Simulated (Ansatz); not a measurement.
ZrGeS, space group P4/nmm: an equation of state with a fit, run with Ansatz 0.2.0 through its Python package.

Script `eos.py`:
```python
"""Bulk modulus of ZrGeS from an E(V) curve."""

import warnings

import ansatz
import numpy as np
from pymatgen.analysis.eos import EOS

vectors0 = np.array([
    [3.626, 0.0, 0.0],
    [0.0, 3.626, 0.0],
    [0.0, 0.0, 8.019],
])
sites = [
    ("Zr", [0.0, 0.5, 0.276]),
    ("Zr", [0.5, 0.0, 0.724]),
    ("Ge", [0.0, 0.0, 0.0]),
    ("Ge", [0.5, 0.5, 0.0]),
    ("S", [0.0, 0.5, 0.622]),
    ("S", [0.5, 0.0, 0.378]),
]


def crystal_on(cell):
    crystal = ansatz.Crystal(lattice=ansatz.Lattice.of(cell))
    for symbol, position in sites:
        crystal = crystal.atom(symbol, position)
    return crystal


def main() -> None:
    warnings.simplefilter("ignore", ansatz.DeckWarning)

    # uniform scaling of the cell
    volumes, energies, pressures = [], [], []
    for scale in np.linspace(0.9, 1.1, 9):
        cell = vectors0 * scale ** (1 / 3)
        calculation = (
            crystal_on(cell).calculation()
            .functional("pbesol")
            .occupations(ansatz.OccupationsMethod.FERMI_DIRAC, width=0.1)
            .basis(500)
            .kpoints(6, 6, 3)
            .stress()
        )
        data = calculation.run(threads=1, backend="cpu").report
        volumes.append(abs(np.linalg.det(cell)) / len(sites))
        energies.append(data["free_energy_ev"] / len(sites))
        pressures.append(np.trace(data["stress_gpa"]) / 3)
        print(f"V = {volumes[-1]:8.4f} A^3/atom  F = {energies[-1]:.5f} eV/atom  P = {pressures[-1]:8.3f} GPa")

    for form in ["murnaghan", "pourier_tarantola"]:
        fit = EOS(eos_name=form).fit(volumes, energies)
        print(f"{form:18s} V0 {fit.v0:8.4f} A^3/atom  B0 {fit.b0_GPa:7.1f} GPa  B1 {fit.b1:5.2f}")


if __name__ == "__main__":
    main()
```

Where does the minimum lie against the volume typed, and how stiff is the crystal?

A third-order Birch-Murnaghan fit through the 9 points (the script's own form differs a little) has its minimum at 17.29 Å³ an atom, 1.6 % below the typed cell, with a bulk modulus of 132 GPa and dB/dP = 4.4. From that minimum the energy rises by 60.9 meV an atom on the compressed side and 81.5 meV on the expanded side.

The output:

```console
$ python eos.py
V =  15.8149 A^3/atom  F = -3090.22888 eV/atom  P =   14.347 GPa
V =  16.2542 A^3/atom  F = -3090.26122 eV/atom  P =    9.357 GPa
V =  16.6935 A^3/atom  F = -3090.28078 eV/atom  P =    5.010 GPa
V =  17.1328 A^3/atom  F = -3090.28921 eV/atom  P =    1.224 GPa
V =  17.5721 A^3/atom  F = -3090.28794 eV/atom  P =   -2.077 GPa
V =  18.0114 A^3/atom  F = -3090.27820 eV/atom  P =   -4.958 GPa
V =  18.4507 A^3/atom  F = -3090.26108 eV/atom  P =   -7.475 GPa
V =  18.8900 A^3/atom  F = -3090.23750 eV/atom  P =   -9.670 GPa
V =  19.3293 A^3/atom  F = -3090.20831 eV/atom  P =  -11.584 GPa
murnaghan          V0  17.2882 A^3/atom  B0   132.0 GPa  B1  4.42
pourier_tarantola  V0  17.2895 A^3/atom  B0   132.9 GPa  B1  4.32
```

Reading the output:
- Absolute energies stand on the zero of these potentials, so only differences at equal settings mean something.
- Spin is left out of this run.
- Shape and fractional positions are held along the curve, so the bulk modulus is an upper value where they are free to relax, by a factor of two or more in layered or hydrogen-bonded cells.
- Pressure is positive in compression.
- The starting cell is as deposited in a crystallographic database; the results hold for this polymorph, which needn't be the stable one.
- Hardware and time: 110 s on 1 thread of Arm Neoverse N1 (shared host), peak memory 0.59 GiB.
